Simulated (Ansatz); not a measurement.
# C4H4Si (SMILES C#C[SiH2]C#C): HF/STO-3G

Aim: the electronic atomisation energy of C4H4Si at HF/STO-3G, from 4 runs. 

The results are computed with Ansatz 0.2.0.

42 further runs of the same task are left out: 42 set aside as unsound or not needed.

### Step 1. The system as given

C4H4Si has 9 atoms, charge 0, and is taken as a singlet. SMILES: `C#C[SiH2]C#C`. The coordinates come from a PBE0-D4/def2-TZVP relaxation.

Bond lengths: C1–C2 1.205 Å, C2–Si3 1.821 Å, Si3–C4 1.821 Å, C4–C5 1.206 Å, C1–H6 1.066 Å, Si3–H7 1.481 Å, Si3–H8 1.481 Å, C5–H9 1.066 Å. Angles: C1–C2–Si3 179.3°, C2–Si3–C4 109.7°, Si3–C4–C5 179.3°, C2–C1–H6 179.8°, C2–Si3–H7 109.3°, C2–Si3–H8 109.3°, C4–Si3–H7 109.3°, C4–Si3–H8 109.3°, C4–C5–H9 179.8°, H7–Si3–H8 109.9°.

### Step 2. The energy at HF/STO-3G

Input file run.yaml:

```yaml
basis:
  gaussian: {orbitals: STO-3G}
crystal:
  periodic: [false, false, false]
  atoms:
    - {symbol: C, position_ang: [1.986100, -0.068000, 1.693000]}
    - {symbol: C, position_ang: [1.245000, -0.318200, 0.775800]}
    - {symbol: Si, position_ang: [0.139500, -0.713800, -0.616400]}
    - {symbol: C, position_ang: [-1.252900, 0.459600, -0.648400]}
    - {symbol: C, position_ang: [-2.180600, 1.228700, -0.681700]}
    - {symbol: H, position_ang: [2.639600, 0.155600, 2.505100]}
    - {symbol: H, position_ang: [0.896100, -0.611400, -1.885800]}
    - {symbol: H, position_ang: [-0.384600, -2.089300, -0.450100]}
    - {symbol: H, position_ang: [-2.999800, 1.910300, -0.708600]}
hamiltonian: {xc: hf}
accuracy: high
output: {orbitals: {seedname: orbitals}}
```

Run with:

```console
$ ansatz run run.yaml --threads 1 --pin off --max-ram 3480MiB --events-out events.jsonl --progress --plain --runs-dir runs
```

Standard output:

```text
Warning: RAYON_NUM_THREADS=1 ignored (pool sized by the plan → 1); use --threads N
Functional definition: HF
  name "HF"
  exchange = exact_x
  correlation = 0
644 factors; integrals over basis functions are off by at most 7.5e-9 eV
mean field evaluation 1: about -11901.0972 eV, gradient 1.7e1 eV
mean field evaluation 2: about -11901.0892 eV, gradient 1.7e1 eV
mean field evaluation 4: about -11902.2293 eV, gradient 2.6e0 eV
mean field evaluation 8: about -11902.2460 eV, gradient 5.4e-6 eV
mean field -11902.24597941 eV, -437.3994721113 hartree, gradient 4.0e-8 eV, S^2 0.000000; 0 other end points of the search recorded, 0 dependent functions left out
reference -11902.24597941 eV, -437.3994721113 hartree; 21, 21 occupied and 12, 12 virtual orbitals, 644 factors
Total energy: -11902.24597941 eV, -437.3994721113 hartree
```

Wall time 0.16 s (1 thread of AMD EPYC 9R45 (Zen 5), shared host).

### Step 3. The C atom, same level

Input file molecule.yaml:

```yaml
crystal:
  periodic: [false, false, false]
  atoms:
    - {symbol: C, position_ang: [0.000000, 0.000000, 0.000000]}
basis:
  gaussian:
    orbitals: STO-3G
magnetization:
  spin_polarized: true
  initial_magnetization: 2
hamiltonian:
  xc: hf
accuracy: high
```

Run the same way, it converges to -37.19839 Eh (log not shown).

### Step 4. The H atom, same level

Input file molecule.yaml:

```yaml
crystal:
  periodic: [false, false, false]
  atoms:
    - {symbol: H, position_ang: [0.000000, 0.000000, 0.000000]}
basis:
  gaussian:
    orbitals: STO-3G
total_charge: 0
magnetization:
  spin_polarized: true
  initial_magnetization: 1
hamiltonian:
  xc: hf
accuracy: high
```

Run with:

```console
$ ansatz run molecule.yaml --threads 1 --pin off --max-ram 3480MiB --events-out events.jsonl --progress --plain --runs-dir runs
```

Standard output:

```text
Warning: RAYON_NUM_THREADS=1 ignored (pool sized by the plan → 1); use --threads N
[... 4 set-up lines as earlier in the session ...]
1 factors; integrals over basis functions are off by at most 4.6e-10 eV
mean field evaluation 1: about -12.6963 eV, gradient 0.0e0 eV
mean field evaluation 2: about -12.6963 eV, gradient 0.0e0 eV
mean field -12.69633895 eV, -0.4665818504 hartree, gradient 0.0e0 eV, S^2 0.750000; 0 other end points of the search recorded, 0 dependent functions left out
reference -12.69633895 eV, -0.4665818504 hartree; 1, 0 occupied and 0, 1 virtual orbitals, 1 factors
Total energy: -12.69633895 eV, -0.4665818504 hartree
```

Wall time 0.02 s (1 thread of AMD EPYC 9R45 (Zen 5), shared host).

### Step 5. The Si atom

Input file in.yaml:

```yaml
crystal:
  periodic: [false, false, false]
  atoms:
    - {symbol: Si, position_ang: [0.000000, 0.000000, 0.000000]}
basis:
  gaussian:
    orbitals: STO-3G
magnetization:
  spin_polarized: true
  initial_magnetization: 2
hamiltonian:
  xc: hf
accuracy: high
```

Run with:

```console
$ ansatz run in.yaml --threads 1 --pin off --max-ram 3480MiB --events-out events.jsonl --progress --plain --runs-dir runs
```

Standard output:

```text
Warning: RAYON_NUM_THREADS=1 ignored (pool sized by the plan → 1); use --threads N
[... 4 set-up lines as earlier in the session ...]
42 factors; integrals over basis functions are off by at most 1.8e-9 eV
mean field evaluation 1: about -7767.9286 eV, gradient 9.3e-1 eV
mean field evaluation 2: about -7767.9294 eV, gradient 9.3e-1 eV
mean field evaluation 4: about -7767.9315 eV, gradient 4.9e-6 eV
mean field evaluation 8: about -7767.9314 eV, gradient 2.1e-1 eV
mean field -7767.93148641 eV, -285.4662168327 hartree, gradient 2.1e-9 eV, S^2 2.000003; 0 other end points of the search recorded, 0 dependent functions left out
reference -7767.93148641 eV, -285.4662168327 hartree; 8, 6 occupied and 1, 3 virtual orbitals, 42 factors
Total energy: -7767.93148641 eV, -285.4662168327 hartree
```

It took 0.04 s on 1 thread of AMD EPYC 9R45 (Zen 5), shared host.

### Step 6. Results

At HF/STO-3G:

| quantity | value |
| --- | --- |
| molecule: total energy | -437.39947 Eh |
| molecule: HOMO energy | -8.82 eV |
| molecule: LUMO energy | 9.47 eV |
| molecule: HOMO–LUMO gap | 18.29 eV |
| C atom: total energy | -37.19839 Eh |
| C atom: ⟨S²⟩ | 2.000 |
| H atom: total energy | -0.46658 Eh |
| H atom: ⟨S²⟩ | 0.750 |
| Si atom: total energy | -285.46622 Eh |
| Si atom: ⟨S²⟩ | 2.000 |
| electronic atomisation energy | 34.650 eV |

In words: Taking the molecule apart into free atoms costs 34.65 eV (3343 kJ/mol), before zero-point energy and without spin-orbit coupling. Hartree–Fock lacks the correlation of the bonding pairs, which as a rule makes this value much too low; in minimal bases other errors can mask that. In a minimal basis such a difference can be off by several eV, whatever the method.
